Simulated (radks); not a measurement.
**Fractional charge and spin in the 4s shell of iron**

The task here is to estimate one member of a computed series from the others.

Program: radks (a radial shooting solver on a logarithmic mesh, Libxc functionals) version 1. Level of theory: non-relativistic Kohn-Sham, r2SCAN, spin-polarised, spherical densities, point nucleus. These are calculated values, not measurements, unless marked.

## Starting point

```
element       : iron (Z = 26)
configuration : [Ar] 3d(up 3, down 3) 4s(up 1, down 1)
```

A shell typed twice in an input gives spin up, then spin down.

Set-up of the first run:

Input:

```text
Z 26
configuration [Ar] 3d3 3d3 4s1 4s1
relativity non-relativistic
functional r2scan,r2scan
spin polarised
nucleus point
```

Steps of the session up to this table: 4s: up 1, down 1.

One table of the session follows, with a row left open; its other results are not shown here.

It belongs to the step «4s: up 1, down 1». Radial moments (bohr):

```
level      <r>  outermost maximum (interpolated)  90 % within  nodes
   1s  0.05916                            0.0390        0.105      0
   2s   0.2695                             0.225        0.417      1
   2p   0.2366                             0.181        0.387      0
   3s   0.8189                             0.707         1.23      2
   3p   0.8614                             0.717         1.33      1
   3d    1.130                             0.713         1.99      0
   4s        ?                                 ?            ?      ?
```

Q: Estimate the row for 4s from the others.

As computed: <r>: 3.027; outermost maximum (interpolated): 2.46; 90 % within: 4.61; nodes: 3. In the column «<r>» it is the highest.
